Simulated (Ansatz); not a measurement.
# C2H4OSTe: the cost of one run

All numbers below are computed with Ansatz 0.2.0 (RKS BLYP-D4/def2-SVP).

## 1. Starting point

Bond lengths: O1–C2 1.341 Å, C2–Te3 2.091 Å, C2–C4 1.295 Å, C4–S5 1.866 Å, O1–H6 1.034 Å, Te3–H7 1.722 Å, C4–H8 1.058 Å, S5–H9 1.440 Å. Angles: O1–C2–Te3 118.5°, O1–C2–C4 124.8°, Te3–C2–C4 116.7°, C2–O1–H6 124.9°, C2–Te3–H7 92.4°, C2–C4–S5 118.8°, C2–C4–H8 124.4°, S5–C4–H8 116.8°, C4–S5–H9 91.6°.

As a file:

```xyz
9

O    -0.5724    1.0331    0.9051
C     0.2142    0.2045    0.2033
Te    2.2873    0.4482    0.3341
C    -0.2112   -0.7611   -0.5468
S    -2.0512   -1.0236   -0.7170
H    -0.2368    1.8388    1.4597
H     2.3219    1.5082   -1.0226
H     0.4170   -1.4241   -1.0810
H    -2.0801   -1.8703    0.4480
```

## 2. End point A

input.yaml reads:

```yaml
crystal:
  periodic: [false, false, false]
  atoms:
    - { symbol: O, position_ang: [-0.5724, 1.0331, 0.9051] }
    - { symbol: C, position_ang: [0.2142, 0.2045, 0.2033] }
    - { symbol: Te, position_ang: [2.2873, 0.4482, 0.3341] }
    - { symbol: C, position_ang: [-0.2112, -0.7611, -0.5468] }
    - { symbol: S, position_ang: [-2.0512, -1.0236, -0.717] }
    - { symbol: H, position_ang: [-0.2368, 1.8388, 1.4597] }
    - { symbol: H, position_ang: [2.3219, 1.5082, -1.0226] }
    - { symbol: H, position_ang: [0.417, -1.4241, -1.081] }
    - { symbol: H, position_ang: [-2.0801, -1.8703, 0.448] }
basis:
  gaussian: { orbitals: def2-SVP }
hamiltonian:
  xc: blyp
  dispersion: d4
relax:
  f_tol: 0.015
  max_steps: 40
```

The run is started by

```sh
$ ansatz run input.yaml --threads 2 --pin off --max-ram 3072MiB --backend cpu --events-out ev --progress --plain --runs-dir out
```

Q: Estimate wall time and peak memory on 2 threads of Intel Xeon at 2.60GHz (Ice Lake), shared host.

About 32 s, with a peak of 0.17 GiB.
